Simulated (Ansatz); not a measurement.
Working through a single point from an input typed as a dict of ZnCo2, space group P-3m1

Program: Ansatz's Python interface.

Interactive session:
```pycon
>>> import json
>>> import warnings
>>> import ansatz as az
>>> import numpy as np
>>> warnings.simplefilter("ignore", az.DeckWarning)
>>> inputs = {
...     "crystal": {
...         "lattice": [[2.569545, 0.0, 0.0], [-1.284772, 2.225291, 0.0], [0.0, 0.0, 6.207065]],
...         "atoms": [
...             {"symbol": "Zn", "position": [0.0, 0.0, 0.0]},
...             {
...                 "symbol": "Co",
...                 "position": [0.333333, 0.666667, 0.653271],
...                 "spin": 1.8,
...             },
...             {
...                 "symbol": "Co",
...                 "position": [0.666667, 0.333333, 0.346729],
...                 "spin": 1.8,
...             },
...         ],
...     },
...     "magnetization": {"spin_polarized": True},
...     "kpoints": {"mp_grid": {"kspacing": 0.3}},
...     "hamiltonian": {"xc": "lda"},
...     "scf": {
...         "occupations": {"method": "cold", "width": 0.05},
...         "mixing": {"preconditioner": "local_kerker"},
...     },
...     "basis": {"ecutwfc": 470, "xc_grid": 3},
...     "output": {"forces": True, "stress": True},
... }
>>> planned = az.Session.from_dict(inputs).plan(threads=1, pin="off")
>>> out = planned.execute()

>>> report = out.report
>>> out.unlabelled_reasons
[]
>>> report["n_kpoints"], report["n_symmetry_ops"], report["n_pw"]
(50, 12, 843)
>>> report["published_state_doubts"]
['stability_check_not_made']
>>> energy = report["free_energy_ev"]
>>> print("ZnCo2: {:.6f} eV = {:.6f} Ry = {:.6f} Ha".format(energy, energy / 13.605693, energy / 27.211386))
ZnCo2: -13371.622243 eV = -982.796117 Ry = -491.398058 Ha
>>> print("Fermi level {:.4f} eV, {} k-points, {} symmetry operations".format(report["fermi_energy_ev"], report["n_kpoints"], report["n_symmetry_ops"]))
Fermi level 15.7852 eV, 50 k-points, 12 symmetry operations
>>> # the stress is positive in compression
>>> sigma = report["stress_gpa"]
>>> voigt = [sigma[0][0], sigma[1][1], sigma[2][2], sigma[1][2], sigma[0][2], sigma[0][1]]
>>> print("stress xx yy zz yz xz xy (GPa, compression positive):", " ".join(f"{s:.3f}" for s in voigt))
stress xx yy zz yz xz xy (GPa, compression positive): -15.308 -15.308 -15.103 0.000 0.000 -0.000
>>> print("P =", round(10 * float(np.mean(voigt[:3])), 2), "kbar")
P = -152.39 kbar
>>> print("site moments (muB):", [round(m, 2) for m in report["site_moments_mub"]])
site moments (muB): [-0.03, 1.57, 1.57]
>>> print("electrons up, down:", [round(n, 3) for n in report["spin_occupation_sums"]])
electrons up, down: [24.508, 21.492]
>>> keep = ["free_energy_ev", "energy_sigma0_ev", "fermi_energy_ev", "n_iterations", "converged", "magnetization_mub", "n_kpoints"]
>>> with open("znco2.json", "w") as handle:
...     json.dump({key: report[key] for key in keep}, handle, indent=1)
...
>>> terms = report["components"]
>>> {name: round(terms[name], 3) for name in ("e_kinetic", "e_hartree", "e_xc", "e_local", "e_nonlocal")}
{'e_kinetic': 1038.508, 'e_hartree': 3272.03, 'e_xc': -451.208, 'e_local': -7755.375, 'e_nonlocal': 1532.44}
```

`znco2.json`, as written:
```json
{
 "free_energy_ev": -13371.6222427823,
 "energy_sigma0_ev": -13371.621933370247,
 "fermi_energy_ev": 15.785199240944776,
 "n_iterations": 15,
 "converged": true,
 "magnetization_mub": 3.0150514374264006,
 "n_kpoints": 50
}
```

Reading the output:
- The settings weren't tested for convergence.
- The magnetic order follows from the starting moments and needn't be the lowest.
- The energy terms are those on the plane-wave grid, with the one-centre PAW part apart; the terms shown are only some of the summands, so they needn't add up to F.
- The mesh is modest for a metal, so energies can be off by several to tens of meV an atom and pressures by half a GPa or more; differences at equal mesh fare better.
- An absolute Fermi energy rests on an arbitrary zero of the periodic potential and has no direct meaning.
- At these settings the cell as given stands under about -15 GPa, so it isn't at this functional's equilibrium volume.
- The structure comes from a database of computed cells and needn't be a stable or known phase.
- Run time: 13 s on 1 thread of Arm Neoverse V1 (shared host), peak memory 0.47 GiB.

(Lines on the test bed's own set-up are left out of the output.)
